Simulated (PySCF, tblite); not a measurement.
# C5H12O2Si: geometry, infrared bands and NMR shifts

Wanted: the infrared bands and NMR shifts of C5H12O2Si (`CCO[SiH2]/C=C\OC`), by calculation.

The runs use tblite 0.8.0 and PySCF 2.14.0, with density-fitted response routines of our own; the level of theory stands in each step. All values are computed, except where a source is named. Atoms are numbered from 0 throughout.

**1. The starting structure**

20 atoms, charge 0, multiplicity 1; geometry from: force field or distance geometry start.

Bonds of the start (Å): C0–C1 1.53, C1–O2 1.44, O2–Si3 1.66, Si3–C4 1.83, C4–C5 1.34, C5–O6 1.37, O6–C7 1.42, C0–H8 1.09, C0–H9 1.10, C0–H10 1.09, C1–H11 1.09, C1–H12 1.10, Si3–H13 1.48, Si3–H14 1.49, C4–H15 1.09, C5–H16 1.08, C7–H17 1.10, C7–H18 1.10, C7–H19 1.09.

**2. Geometry optimisation with GFN2-xTB**

Job settings and geometry (Å):

```
{"job": {"kind": "relax", "xc": "GFN2-xTB", "basis": "xTB"}, "charge": 0, "multiplicity": 1}
C      3.075300     0.984200    -0.720300
C      1.708500     0.331200    -0.532300
O      1.885200    -0.760200     0.389600
Si     0.568500    -1.737600     0.675200
C     -0.762900    -0.905800     1.619900
C     -1.719500    -0.097600     1.131600
O     -1.821500     0.246200    -0.189700
C     -3.108200     0.752900    -0.508500
H      2.996400     1.828100    -1.409300
H      3.458900     1.345300     0.240400
H      3.788900     0.267100    -1.117900
H      1.338800    -0.032500    -1.490200
H      1.006300     1.065800    -0.105600
H      0.069600    -2.280800    -0.607400
H      1.033400    -2.890100     1.491000
H     -0.737400    -1.112700     2.687600
H     -2.450500     0.361000     1.789000
H     -3.140000     0.942800    -1.587800
H     -3.891600     0.014300    -0.275600
H     -3.303600     1.689200     0.022200
```

The run is started by

```sh
OMP_NUM_THREADS=1 python probes_run.py task.json out
```

One launch serves the whole session: the jobs run in the order shown.

**Question.** This job is followed by: GFN2-xTB harmonic vibrations, gas phase; GIAO PBE0/pcSseg-1 NMR shielding, non-relativistic, gas phase. What will the session give for the following? strongest single infrared mode (GFN2-xTB); zero-point energy (GFN2-xTB); ¹³C shifts against TMS (PBE0/pcSseg-1); ¹H shifts against TMS (PBE0/pcSseg-1, means over atoms taken as alike); ¹⁷O shifts against H2O (PBE0/pcSseg-1); ²⁹Si shifts against TMS (PBE0/pcSseg-1).

As calculated:

```
                                                              quantity                                   value
                             strongest single infrared mode (GFN2-xTB)                   2205 cm⁻¹, 312 km/mol
                                          zero-point energy (GFN2-xTB)                           99.5 kcal/mol
                                ¹³C shifts against TMS (PBE0/pcSseg-1)      169.0, 103.9, 63.4, 59.7, 20.9 ppm
¹H shifts against TMS (PBE0/pcSseg-1, means over atoms taken as alike)  6.92, 5.02, 4.81, 3.86, 3.81, 1.25 ppm
                                ¹⁷O shifts against H2O (PBE0/pcSseg-1)                         114.7, 39.7 ppm
                               ²⁹Si shifts against TMS (PBE0/pcSseg-1)                               -38.5 ppm
```

What this shows: The optimisation took 96 steps and gained 0.249 eV; among the close pairs (by a distance rule), Si3–C4 changed most, from 1.832 to 1.885 Å. All 54 modes are real, so the xTB geometry is a minimum. The strongest single mode, at 2205 cm⁻¹, moves mainly H13. Unscaled tight-binding wavenumbers are off by several per cent, some by more. Its intensities can rank the bands wrongly. The most deshielded carbon is C5 (alkene carbon bearing oxygen), at 169.0 ppm: an sp2 carbon further deshielded by the attached heteroatom. H16 (hydrogen on an alkene carbon bearing oxygen) lies farthest downfield among hydrogen, at 6.92 ppm; attached to an sp2 carbon and in the plane of the double bond.
